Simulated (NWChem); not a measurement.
# SiHOF2 (SMILES O[Si](F)F) at UHF/cc-pVDZ

Wanted: energy and gradient of SiHOF2. 

Program for the calculation: NWChem 7.3.0.

4 further runs of the same task are left out: 4 set aside as unsound or not needed.

### Step 1. The structure to begin with

SiHOF2: 5 atoms, total charge 0, spin state doublet. SMILES: `O[Si](F)F`. The coordinates come from a PBE0-D4/def2-TZVP relaxation. This is one conformer, not always the lowest.

Bond lengths: O1–Si2 1.627 Å, Si2–F3 1.584 Å, Si2–F4 1.592 Å, O1–H5 0.959 Å. Angles: O1–Si2–F3 105.6°, O1–Si2–F4 111.0°, F3–Si2–F4 107.4°, Si2–O1–H5 118.5°.

### Step 2. Energy and forces at UHF/cc-pVDZ

calc.nw reads:

```
start calc
memory 2200 mb

geometry units au noautosym nocenter noautoz
  O      0.27363234     2.05583305    -0.40459036
  Si    -0.16421720    -0.69126182     0.90442292
  F      2.57399595    -1.76500420     1.45981343
  F     -1.50611172    -2.59138143    -1.00344457
  H     -1.17748835     2.99181440    -0.95620142
end

basis spherical bse
  * library cc-pVDZ
end

scf
  doublet
  uhf
  thresh 1e-10
  maxiter 80
  print low
end

task scf gradient
```

Started as:

```console
$ nwchem calc.nw > calc.out
```

What values should one expect? Wanted: total energy; ⟨S²⟩; largest force on an atom.

**Answer.** As computed:

Level: UHF/cc-pVDZ.

| quantity | value |
| --- | --- |
| total energy | -563.37841 Eh |
| ⟨S²⟩ | 0.753 |
| largest force on an atom | 1.360 eV/Å |

What this shows: The largest force is 1.36 eV/Å: the shape isn't a stationary point for this species at this level.
